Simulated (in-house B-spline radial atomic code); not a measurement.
# Sb²⁺: ionisation energy by several methods

One table from this session's results is given with a row withheld; the runs are named, their logs left out.

Method: Dirac-Coulomb, several functionals; spherical all-electron atom at the radial basis limit. Code: in-house B-spline radial atomic code version 1.

## The system

```
element       : antimony (Z = 51)
charge        : +2
electrons     : 49
configuration : [Kr] 4d10 5s2 5p1
nucleus       : Fermi, rms radius 4.680 fm
```

Outer shells as boxes (Hund's rule):

[Kr] 4d10 5s2 5p1
```
[Kr] core
4d [↑↓][↑↓][↑↓][↑↓][↑↓]
5s [↑↓]
5p [↑ ][  ][  ]
```

The boxes only draw the filling; these runs are spin-restricted and spherical.

Set-up of the first run:

Settings, as recorded:

```ini
Z = 51
electrons = 49.0
configuration = [Kr] 4d10 5s2 5p1
hamiltonian = dirac
method = pbe,pbe
spin_polarised = False
nucleus = fermi
rms_radius = 4.6802
mass_number = 121
atomic_mass = 120.903811353
speed_of_light = 137.035999084
```

Steps of the session up to this table: PBE, a GGA; PW91, a GGA; PBEsol, a GGA; RPBE, a GGA; OLYP, a GGA; LDA (PW92).

One of the session's tables, all rows but one given; the rest of the session is left out.

```
    method  ΔSCF (eV)  with Breit, QED, recoil (eV)
LDA (PW92)     24.807                        24.796
       PBE     24.440                        24.429
      PW91     24.536                        24.525
    PBEsol     24.472                        24.462
      RPBE          ?                             ?
      OLYP     24.126                        24.115
```

Estimate the missing values for RPBE.

The run gave: ΔSCF (eV): 24.296; with Breit, QED, recoil (eV): 24.285. In the column «ΔSCF (eV)» it lies between OLYP (24.126) and PBE (24.440).
